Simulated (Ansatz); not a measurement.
In, space group Im-3m, a series of slab calculations

Computed with Ansatz's Python interface.

Contents of `in.cif`:
```cif
data_In
_cell_length_a 3.260629
_cell_length_b 3.260629
_cell_length_c 3.260629
_cell_angle_alpha 109.47122
_cell_angle_beta 109.47122
_cell_angle_gamma 109.47122
_symmetry_space_group_name_H-M 'P 1'
_symmetry_Int_Tables_number 1
loop_
_symmetry_equiv_pos_as_xyz
'x, y, z'
loop_
_atom_site_label
_atom_site_type_symbol
_atom_site_fract_x
_atom_site_fract_y
_atom_site_fract_z
In1 In    0.000000    0.000000    0.000000
```

The cells in order, each with its output:

In [1]:
```python
import ansatz as az
from ase.build import surface
from ase.io import read
import numpy as np
import pandas as pd
```

In [2]:
```python
config = {
    "occupations": "Fermi-Dirac",
    "functional": "lda",
    "kgrid": (6, 6, 1),
}
```

In [3]:
```python
atoms = read("in.cif")
# Miller indices count the vectors of the cell as typed
rows = []
for value in [3.0, 4.0, 5.0, 6.5, 8.0]:
    slab = surface(atoms, (0, 1, 0), 3, vacuum=value)
    slab.pbc = True
    base = (
        az.Crystal.from_ase(slab).calculation()
        .scf(algorithm="direct_min")
        .basis(28 * az.Ry)
        .occupations(config["occupations"], width=200 * az.meV)
        .functional(config["functional"])
        .kpoints(*config["kgrid"])
        .electric_field(axis=3, dipole_correction=True)
    )
    data = base.run(threads=1, pin="off").report
    face = data["work_function"]
    rows.append((value, len(slab), data["free_energy_ev"], face["dipole_moment_e_ang"], face.get("phi_plus_ev"), face.get("phi_minus_ev")))
```
```text
DeckWarning: basis.ecutwfc = 380.959407443832 eV is below the records' recommended 420 eV, and the density's cutoff is lower with it unless basis.ecutrho_ratio is high enough to keep the records' density cutoff: compare with a run at a higher cutoff
RunWarning: efield: at this solve's end the planar-averaged density reaches 3.64e-2 e/Å³ inside the ramp window [0.8617, 0.1383] (bound 1e-5 e/Å³); the window's nearer edge stands 1.43 Å from this solve's nearest atom along the axis. Its work functions, free energy, forces, stress, dipole, levels and responses can be off, and this figure does not tell by how much. The cell may have no vacuum [...]
```

In [4]:
```python
print(pd.DataFrame(rows, columns=["vacuum each side (A)", "atoms", "F (eV)", "dipole (e A)", "phi upper (eV)", "phi lower (eV)"]).round(4).to_string(index=False))
```
```text
 vacuum each side (A)  atoms      F (eV)  dipole (e A)  phi upper (eV)  phi lower (eV)
                  3.0      3 -16370.8256          -0.0          3.3881          3.5849
                  4.0      3 -16370.8620           0.0          4.0630          4.0836
                  5.0      3 -16370.8681          -0.0          4.1664          4.1664
                  6.5      3 -16370.8688          -0.0          4.1817          4.1817
                  8.0      3 -16370.8688           0.0          4.1825          4.1825
```

Notes:
- The settings weren't tested for convergence.
- The cutoff lies under the one recommended for these potentials.
- The density doesn't vanish in the vacuum (a short gap or a low cutoff), which blurs the vacuum level.
- For a metal this k-point mesh is coarse: on a finer one energies can move by several to tens of meV an atom and pressures by half a GPa or more, differences at one mesh by less.
- A Fermi-Dirac width this large means warm electrons, whose thermal share enters the free energy.
- This isn't the structure that In takes at ambient conditions.
- Warnings are shown shortened and without file and line.
- The slabs are thin, unrelaxed cuts of the structure as given, on a modest mesh, so the surface energy isn't converged; Miller indices refer to the cell as typed, and unlike faces give only a mean.
- Finished in 80 s on 1 thread of Arm Neoverse V1 (shared host), peak memory 0.54 GiB.

(Lines on the test bed's own set-up are left out of the output.)
